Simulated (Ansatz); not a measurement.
# Cl2FHSi: taking an electron away

One table from this session's results is given with a row withheld; the runs are named, their logs left out.

Program: Ansatz 0.2.0, Gaussian basis. Level of theory: unrestricted cation, the program's frozen cores in correlated methods. These are calculated values, not measurements.

Plan: UKS PBE-D4/def2-TZVPP; UKS r2SCAN-D4/def2-TZVPP; UKS PBE0-D4/def2-TZVPP; UKS B3LYP-D4/def2-TZVPP; UKS wB97X-V/def2-TZVPP; UKS wB97M-V/def2-TZVPP; UKS B2PLYP/def2-TZVPP; UHF-CCSD(T)/def2-TZVPP; UHF-MP2/def2-QZVPP; extrapolation to the limit; then −ε(HOMO) from the neutral's earlier runs with LDA (SPW92), PBE-D4, revPBE-D4, BLYP-D4, r2SCAN-D4, B97M-V, PBE0-D4, B3LYP-D4, r2SCANh-D4, r2SCAN0-D4, HSE06-D4, BHLYP-D4, CAM-B3LYP-D4, LC-ωPBE, ωB97X-V, ωB97M-V.

## The relaxed structure

All runs share one geometry, relaxed beforehand with PBE0-D4 in a triple-zeta def2 set.

SMILES `F[SiH](Cl)Cl`, 5 atoms, charge 0, spin multiplicity 1.

Atoms are counted from 1 here; the program's logs count them from 0.

Bond lengths: F1–Si2 1.581 Å, Si2–Cl3 2.024 Å, Si2–Cl4 2.024 Å, Si2–H5 1.467 Å. Angles: F1–Si2–Cl3 108.4°, F1–Si2–Cl4 108.4°, F1–Si2–H5 109.1°, Cl3–Si2–Cl4 110.2°, Cl3–Si2–H5 110.4°, Cl4–Si2–H5 110.4°.

The first run:

in.yaml reads:

```yaml
crystal:
  periodic: [false, false, false]
  atoms:
    - {symbol: F, position_ang: [0.035526, -0.682699, 1.466866]}
    - {symbol: Si, position_ang: [0.115742, -0.048428, 0.020806]}
    - {symbol: Cl, position_ang: [-0.511949, 1.872293, 0.131478]}
    - {symbol: Cl, position_ang: [-1.092751, -1.108745, -1.208295]}
    - {symbol: H, position_ang: [1.503331, -0.106121, -0.452355]}
basis:
  gaussian: {orbitals: def2-TZVPP}
total_charge: 1
magnetization: {spin_polarized: true, initial_magnetization: 1}
hamiltonian: {xc: pbe, dispersion: d4}
```

Steps of the session up to this table: Cation, UKS PBE-D4/def2-TZVPP; Cation, UKS r2SCAN-D4/def2-TZVPP; Cation, UKS PBE0-D4/def2-TZVPP; Cation, UKS B3LYP-D4/def2-TZVPP; Cation, UKS wB97X-V/def2-TZVPP; Cation, UKS wB97M-V/def2-TZVPP; Cation, UKS B2PLYP (frozen core)/def2-TZVPP; Cation, UHF-CCSD(T)/def2-TZVPP; Cation, UHF-MP2/def2-QZVPP.

One of the session's tables, all rows but one given; the rest of the session is left out.

For comparison, −ε(HOMO) of the neutral from earlier runs:

```
  functional  −ε(HOMO) (eV)
 LDA (SPW92)           8.36
      PBE-D4           8.21
   revPBE-D4           8.16
     BLYP-D4           8.03
   r2SCAN-D4           8.60
      B97M-V           8.71
     PBE0-D4           9.66
    B3LYP-D4           9.36
  r2SCANh-D4           9.12
  r2SCAN0-D4              ?
    HSE06-D4           9.25
    BHLYP-D4          10.93
CAM-B3LYP-D4          11.02
     LC-ωPBE          12.48
     ωB97X-V          12.08
     ωB97M-V          11.90
```

Q: Estimate the row for r2SCAN0-D4 from the others.

Worked estimate for «−ε(HOMO) (eV)». Against the share of exact exchange, r2SCAN-D4 (0, 8.60), r2SCANh-D4 (0.1, 9.12) give a slope of 5.20 per unit share; at 0.25 the line stands at 9.90.

The run gave: −ε(HOMO) (eV): 9.91. In «−ε(HOMO) (eV)» the line misses by -0.01.

To keep in mind: The cation may have settled in a state other than its lowest; no search over hole states beyond the program's own was made.
